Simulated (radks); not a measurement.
# Ionisation energy and size from Ag⁺ to Xe⁺

An exercise on one series of results from a longer session: the logs are not shown, and one member is left open.

Program: radks (a radial shooting solver on a logarithmic mesh, Libxc functionals) version 1. Level of theory: Dirac Kohn-Sham, PBEsol, spin-unpolarised, spherical densities, finite nucleus; open shells fill j = l - 1/2 first. These are calculated values, not measurements, unless marked.

## The atom as given

| Property | Result |
| --- | --- |
| species | Ag⁺, Cd⁺, In⁺, Sn⁺, Sb⁺, Te⁺, I⁺, Xe⁺ |
| runs | 16, each species and its next ion |

The first run:

Input:

```text
Z 47
configuration [Kr] 4d10
relativity Dirac
functional pbe_sol,pbe_sol
spin unpolarised
j_filling energy
nucleus finite rms 4.5454 fm
c 137.035999084
```

Steps of the session up to this table: Ag⁺, [Kr] 4d10; Ag²⁺, [Kr] 4d9; Cd⁺, [Kr] 4d10 5s1; Cd²⁺, [Kr] 4d10; In⁺, [Kr] 4d10 5s2; In²⁺, [Kr] 4d10 5s1; Sn⁺, [Kr] 4d10 5s2 5p1; Sn²⁺, [Kr] 4d10 5s2; Sb⁺, [Kr] 4d10 5s2 5p2; Sb²⁺, [Kr] 4d10 5s2 5p1; Te⁺, [Kr] 4d10 5s2 5p3; Te²⁺, [Kr] 4d10 5s2 5p2; I⁺, [Kr] 4d10 5s2 5p4; I²⁺, [Kr] 4d10 5s2 5p3; Xe⁺, [Kr] 4d10 5s2 5p5; Xe²⁺, [Kr] 4d10 5s2 5p4.

One of the session's tables, all rows but one given; the rest of the session is left out.

| species | Δ-SCF (eV) | −ε(HOMO) (eV) | its <r> (bohr) |
| --- | --- | --- | --- |
| Ag⁺ | 21.868 | 15.418 | 1.40 |
| Cd⁺ | 17.097 | 13.077 | 2.63 |
| In⁺ | 19.278 | 14.982 | 2.47 |
| Sn⁺ | 14.378 | 10.594 | 2.82 |
| Sb⁺ | 16.434 | 12.357 | 2.60 |
| Te⁺ | ? | ? | ? |
| I⁺ | 19.379 | 14.919 | 2.35 |
| Xe⁺ | 21.246 | 16.542 | 2.22 |

Q: Estimate the row for Te⁺ from the others.

As computed: Δ-SCF (eV): 17.488; −ε(HOMO) (eV): 13.283; its <r> (bohr): 2.51. In the column «Δ-SCF (eV)» it lies between Cd⁺ (17.097) and In⁺ (19.278).

Spin polarisation and multiplet splitting are left out, so open shells lie too high by an amount that depends on their filling.
